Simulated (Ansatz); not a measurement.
# Ni (fcc type): the cost of one run

Method: DFT, PBEsol, PAW with Ansatz's default frozen-core files, scalar-relativistic, in Ansatz 0.2.0.

### 1 The system as given

Symmetry: Fm-3m, No. 225, cubic system. The conventional cell has a = 3.524 Å, b = 3.524 Å, c = 3.524 Å, α = 90.00°, β = 90.00°, γ = 90.00°. Ni (site symmetry m-3m) is surrounded by 12 Ni at 2.49 Å.

As a file:

```xyz
1
Lattice="0.0000 1.7620 1.7620 1.7620 0.0000 1.7620 1.7620 1.7620 0.0000" Properties=species:S:1:pos:R:3 pbc="T T T"
Ni    0.0000    0.0000    0.0000
```

### 2 Bulk cell relaxed, PAW

Contents of input.yaml:

```yaml
crystal:
  lattice:
    - [0.0, 1.761958907, 1.761958907]
    - [1.761958907, 0.0, 1.761958907]
    - [1.761958907, 1.761958907, 0.0]
  atoms:
    - { symbol: Ni, position: [0.0, 0.0, 0.0], spin: 1.0 }
magnetization:
  spin_polarized: true
kpoints:
  mp_grid: { grid: [21, 21, 21] }
scf:
  occupations: { method: fermi_dirac, width: 0.1 }
hamiltonian:
  xc: pbesol
  pseudopotentials: { kind: paw }
output:
  forces: true
  stress: true
relax:
  f_tol: 0.005
  max_steps: 40
  cell: {}
```

Launch:

```
ansatz run input.yaml --threads 3 --pin off --max-ram 9216MiB --backend cpu --events-out ev --progress --plain --runs-dir out
```

What time and memory should one allow on 3 threads of Arm Neoverse V2, shared host?

About 15 s, with a peak of 0.35 GiB.
